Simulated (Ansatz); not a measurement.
# SiI4: ionisation energy by level of theory

The task here is to estimate one member of a computed series from the others.

The runs use Ansatz 0.2.0, Gaussian basis; unrestricted cation, the program's frozen cores in correlated methods.

Levels to be run: UKS PBE-D4/def2-TZVPP; UKS r2SCAN-D4/def2-TZVPP; UKS PBE0-D4/def2-TZVPP; UKS B3LYP-D4/def2-TZVPP; UKS wB97M-V/def2-TZVPP; UKS B2PLYP/def2-TZVPP; UHF-CCSD(T)/def2-TZVPP; UHF-MP2/def2-QZVPP; extrapolation to the limit; then −ε(HOMO) from the neutral's earlier runs with LDA (SPW92), PBE-D4, revPBE-D4, BLYP-D4, r2SCAN-D4, B97M-V, PBE0-D4, B3LYP-D4, r2SCANh-D4, r2SCAN0-D4, HSE06-D4, BHLYP-D4, CAM-B3LYP-D4, LC-ωPBE, ωB97X-V, ωB97M-V.

1 further run of the same task is left out (it didn't finish).

## The geometry

All runs share one geometry, relaxed beforehand with PBE0-D4 in a triple-zeta def2 set. I takes the def2 core potential; no spin-orbit term is included.

SMILES `I[Si](I)(I)I`, 5 atoms, charge 0, spin multiplicity 1.

Atoms are counted from 1 here; the program's logs count them from 0.

Bond lengths: I1–Si2 2.429 Å, Si2–I3 2.429 Å, Si2–I4 2.429 Å, Si2–I5 2.429 Å. Angles: I1–Si2–I3 109.5°, I1–Si2–I4 109.5°, I1–Si2–I5 109.5°, I3–Si2–I4 109.5°, I3–Si2–I5 109.5°, I4–Si2–I5 109.5°.

Coordinates:

```mol
I4Si
  3D, bonds by distance, orders not assigned

  5  4  0  0  0  0  0  0  0  0999 V2000
   -1.1602   -0.0009    2.1197 I   0  0
    0.0100   -0.0147   -0.0083 Si  0  0
    2.0675   -1.2867    0.2076 I   0  0
   -1.4000   -1.0371   -1.7007 I   0  0
    0.5325    2.2657   -0.6596 I   0  0
  1  2  8  0
  2  3  8  0
  2  4  8  0
  2  5  8  0
M  END
```

Set-up of the first run:

Input file in.yaml:

```yaml
crystal:
  periodic: [false, false, false]
  atoms:
    - {symbol: I, position_ang: [-1.160163, -0.000925, 2.119707]}
    - {symbol: Si, position_ang: [0.009992, -0.014737, -0.008262]}
    - {symbol: I, position_ang: [2.067507, -1.286651, 0.207562]}
    - {symbol: I, position_ang: [-1.399956, -1.037109, -1.700748]}
    - {symbol: I, position_ang: [0.532521, 2.265721, -0.659558]}
basis:
  gaussian: {orbitals: def2-TZVPP}
total_charge: 1
magnetization: {spin_polarized: true, initial_magnetization: 1}
hamiltonian: {xc: pbe, dispersion: d4}
```

The run is started by

```bash
$ ansatz run in.yaml --threads 2 --pin off --events-out ev --progress --plain --max-ram 31744MiB --backend cpu
```

Among the steps run: Cation, UKS PBE-D4/def2-TZVPP; Cation, UKS r2SCAN-D4/def2-TZVPP; Cation, UKS PBE0-D4/def2-TZVPP; Cation, UKS B3LYP-D4/def2-TZVPP; Cation, UKS wB97M-V/def2-TZVPP; Cation, UKS B2PLYP (frozen core)/def2-TZVPP; Cation, UHF-CCSD(T)/def2-TZVPP; Cation, UHF-MP2/def2-QZVPP.

One table of the session follows, with a row left open; its other results are not shown here.

Orbital estimates, from the neutral's runs:

| functional | −ε(HOMO) (eV) |
| --- | --- |
| LDA (SPW92) | 6.74 |
| PBE-D4 | 6.57 |
| revPBE-D4 | 6.52 |
| BLYP-D4 | 6.37 |
| r2SCAN-D4 | 6.88 |
| B97M-V | 6.85 |
| PBE0-D4 | 7.69 |
| B3LYP-D4 | 7.43 |
| r2SCANh-D4 | 7.29 |
| r2SCAN0-D4 | 7.90 |
| HSE06-D4 | 7.31 |
| BHLYP-D4 | 8.63 |
| CAM-B3LYP-D4 | 8.91 |
| LC-ωPBE | 10.24 |
| ωB97X-V | 9.91 |
| ωB97M-V | ? |

**Question.** Estimate the row for ωB97M-V.

The run gave: −ε(HOMO) (eV): 9.78. In the column «−ε(HOMO) (eV)» it lies between CAM-B3LYP-D4 (8.91) and ωB97X-V (9.91).

Caveats from the session: In point group Td the highest level is often degenerate; the cation then breaks the symmetry, and the runs may pick different components.
